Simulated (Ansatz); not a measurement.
# CH₄ClFGeOSe: a ladder of functionals and wavefunction methods

How much do the methods differ for CH₄ClFGeOSe? The plan is to run it at one geometry with functionals of several rungs and with coupled cluster. The yardstick is the atomisation energy at the CCSD(T) limit.

The runs use Ansatz 0.2.0, Gaussian basis; functionals in def2-TZVPP, the program's frozen cores in correlated methods.

The runs, in order: PBE-D4, r2SCAN-D4, PBE0-D4, B3LYP-D4, ωB97X-V, ωB97M-V, B2PLYP; CCSD(T)/def2-TZVPP; MP2/def2-QZVPP; extrapolation to the limit.

**1. The geometry**

An earlier PBE0-D4 in a triple-zeta def2 set relaxation fixed the geometry.

SMILES `C[O][Ge]([F])([Cl])[SeH]`, 10 atoms, charge 0, spin multiplicity 1.

Atoms are counted from 1 here; the program's logs count them from 0.

Bond lengths: C1–O2 1.421 Å, C1–H7 1.094 Å, C1–H8 1.094 Å, C1–H9 1.091 Å, O2–Ge3 1.747 Å, Ge3–F4 1.729 Å, Ge3–Cl5 2.131 Å, Ge3–Se6 2.309 Å, Se6–H10 1.471 Å. Angles: O2–C1–H7 111.4°, O2–C1–H8 111.6°, O2–C1–H9 107.0°, H7–C1–H8 109.1°, H7–C1–H9 108.7°, H8–C1–H9 109.0°, C1–O2–Ge3 119.8°, O2–Ge3–F4 106.3°, O2–Ge3–Cl5 112.0°, O2–Ge3–Se6 110.3°, F4–Ge3–Cl5 104.6°, F4–Ge3–Se6 112.7°, Cl5–Ge3–Se6 110.7°, Ge3–Se6–H10 89.8°.

**2. PBE-D4 (GGA)**

Input file in.yaml:

```yaml
crystal:
  periodic: [false, false, false]
  atoms:
    - {symbol: C, position_ang: [0.560054, 0.229245, 1.578549]}
    - {symbol: O, position_ang: [-0.153527, 0.650322, 0.424257]}
    - {symbol: Ge, position_ang: [-0.377958, -0.456295, -0.908262]}
    - {symbol: F, position_ang: [1.194693, -1.049051, -1.316037]}
    - {symbol: Cl, position_ang: [-1.471688, -2.191273, -0.331073]}
    - {symbol: Se, position_ang: [-1.413933, 0.613690, -2.672820]}
    - {symbol: H, position_ang: [0.051723, -0.599002, 2.081957]}
    - {symbol: H, position_ang: [1.581114, -0.074243, 1.331238]}
    - {symbol: H, position_ang: [0.597808, 1.081424, 2.258056]}
    - {symbol: H, position_ang: [-0.568297, 1.795173, -2.445875]}
basis:
  gaussian: {orbitals: def2-TZVPP}
hamiltonian: {xc: pbe, dispersion: d4}
output: {forces: true, orbitals: {seedname: orbitals}}
```

Command:

```bash
$ ansatz run in.yaml --threads 2 --pin off --events-out ev --progress --plain --max-ram 22528MiB --backend cuda --devices 0, --max-vram 18GiB
```

Further steps of the session: r2SCAN-D4 (meta-GGA); PBE0-D4 (hybrid); B3LYP-D4 (hybrid); ωB97X-V (range-separated); ωB97M-V (range-separated); B2PLYP (double hybrid); CCSD(T) in def2-TZVPP; MP2 in def2-QZVPP.

Before running them: what should the planned runs give, taken together? Wanted: atomisation energy, CCSD(T)/CBS; farthest; mean size of error, hybrid; mean size of error, range-separated; gap, smallest and largest; T1 diagnostic; triples share of the correlation energy.

As calculated:

| quantity | value |
| --- | --- |
| atomisation energy, CCSD(T)/CBS | 3457.3 kJ/mol |
| functionals within 34.6 kJ/mol (1.0 %) | r2SCAN-D4, PBE0-D4, ωB97X-V, ωB97M-V |
| farthest | B2PLYP (-71.4 kJ/mol) |
| mean size of error, hybrid | 41.2 kJ/mol |
| mean size of error, range-separated | 13.9 kJ/mol |
| gap, smallest and largest | 4.35 eV (PBE-D4), 11.07 eV (ωB97X-V) |
| T1 diagnostic | 0.0110 |
| triples share of the correlation energy | 3.7 % |

What this shows: PBE-D4 misses by +55.1 kJ/mol. Double hybrids carry the basis error of their MP2 part in triple zeta, and no dispersion term here, so their miss is partly the set-up's. Misses under about 34.6 kJ/mol are within the doubt on the reference itself, which lacks core-valence correlation, relativity and higher excitations, and its outer-core shells are covered unevenly. All levels share the lack of spin-orbit coupling, which lowers the free heavy atoms and so the true binding. Hartree-Fock recovers 69 % of the binding; the rest is correlation. Orbital gaps span 4.4 to 11.1 eV; exact exchange widens them. Correlated methods include outer-core shells of Ge, Se, which these sets cover unevenly.
